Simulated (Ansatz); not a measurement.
# BeSb: the cost of one run

Computed with Ansatz 0.2.0 (DFT PBE, scalar-relativistic, plane waves, PAW, unless a step's input says otherwise).

### 1 The system as given

It takes space group P-6m2 (No. 187, hexagonal). Conventional cell: a = 3.392 Å, b = 3.392 Å, c = 3.267 Å, α = 90.00°, β = 90.00°, γ = 120.00°. Be (site symmetry -6m2) has 6 Sb at 2.55 Å as nearest neighbours. Sb (site symmetry -6m2) has 6 Be at 2.55 Å as nearest neighbours.

As a file:

```xyz
2
Lattice="3.3915 0.0000 0.0000 -1.6958 2.9371 0.0000 0.0000 0.0000 3.2671" Properties=species:S:1:pos:R:3 pbc="T T T"
Be    0.0000    0.0000    0.0000
Sb    0.0000    1.9581    1.6335
```

Recipe of the guess: close-packed metal layers stacked A|A, with sites between them filled layer by layer (P-6m2, No. 187). The dimensions are guesses.

### 2 A first look at the guess

Input file input.yaml:

```yaml
crystal:
  lattice:
    - [3.3915, 0.0, 0.0]
    - [-1.69575, 2.93712516, 0.0]
    - [0.0, 0.0, 3.26705326]
  atoms:
    - { symbol: Be, position: [0.0, 0.0, 0.0] }
    - { symbol: Sb, position: [0.33333333, 0.66666667, 0.5] }
basis:
  ecutwfc: 420
kpoints:
  mp_grid: { grid: [6, 6, 6] }
hamiltonian:
  xc: pbe
scf:
  occupations: { method: gaussian, width: 0.1 }
  lower_state_search: "off"
output:
  forces: true
  stress: true
  eigenvalues: true
```

Started as:

```console
ansatz run input.yaml --threads 1 --pin off --max-ram 2048MiB --backend cpu --events-out ev --progress --plain --runs-dir out
```

Q: Estimate wall time and peak memory on 1 thread of Intel Xeon 6975P-C (Granite Rapids), shared host.

About 1.6 s, with a peak of 0.34 GiB.
